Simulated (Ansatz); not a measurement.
# CsRuO4: the cost of one run

Method: reference: DFT PBE, plane waves, PAW, scalar-relativistic, no spin polarisation, in Ansatz 0.2.0.

## Step 1: The structure to begin with

The structure is cubic, space group F-43m (No. 216). The conventional cell has a = 7.419 Å, b = 7.419 Å, c = 7.419 Å, α = 90.00°, β = 90.00°, γ = 90.00°. Cs (site symmetry -43m) has 12 O at 3.07 Å as nearest neighbours. Ru (site symmetry -43m) has 4 O at 1.63 Å as nearest neighbours. Around O (site symmetry 3m) lie 1 Ru at 1.63 Å.

Structure file:

```
CELL_PARAMETERS angstrom
0.00000 3.70963 3.70963
3.70963 0.00000 3.70963
3.70963 3.70963 0.00000
ATOMIC_POSITIONS crystal
Cs 0.50000 0.50000 0.50000
Ru 0.00000 0.00000 0.00000
O 0.12700 0.12700 0.12700
O 0.61900 0.12700 0.12700
O 0.12700 0.12700 0.61900
O 0.12700 0.61900 0.12700
```

## Step 2: Baseline

input.yaml

```yaml
crystal:
  lattice:
    - [0.0, 3.709631, 3.709631]
    - [3.709631, 0.0, 3.709631]
    - [3.709631, 3.709631, 0.0]
  atoms:
    - { symbol: Cs, position: [0.5, 0.5, 0.5] }
    - { symbol: Ru, position: [0.0, 0.0, 0.0] }
    - { symbol: O, position: [0.127, 0.127, 0.127] }
    - { symbol: O, position: [0.619, 0.127, 0.127] }
    - { symbol: O, position: [0.127, 0.127, 0.619] }
    - { symbol: O, position: [0.127, 0.619, 0.127] }
  symmetry: { tolerance: 0.0003 }
kpoints:
  mp_grid: { grid: [4, 4, 4], shift: [0, 0, 0] }
magnetization:
  spin_polarized: false
scf:
  occupations: { method: gaussian, width: 0.0439 }
hamiltonian:
  pseudopotentials: { kind: paw }
  xc: pbe
basis:
  ecutwfc: 420
output:
  forces: true
  stress: true
  eigenvalues: true
  write_density: true
  write_potential: true
  elf: true
  volumetric_format: npy
```

Started as:

```console
$ ansatz run input.yaml --threads 1 --pin off --max-ram 2560MiB --backend cpu --events-out ev --progress --plain --runs-dir out
```

**Question.** How long does this run take on 1 thread of Intel Xeon Platinum 8375C at 2.90GHz (Ice Lake), shared host, and how much memory does it need?

About 3.2 s, with a peak of 0.4 GiB.
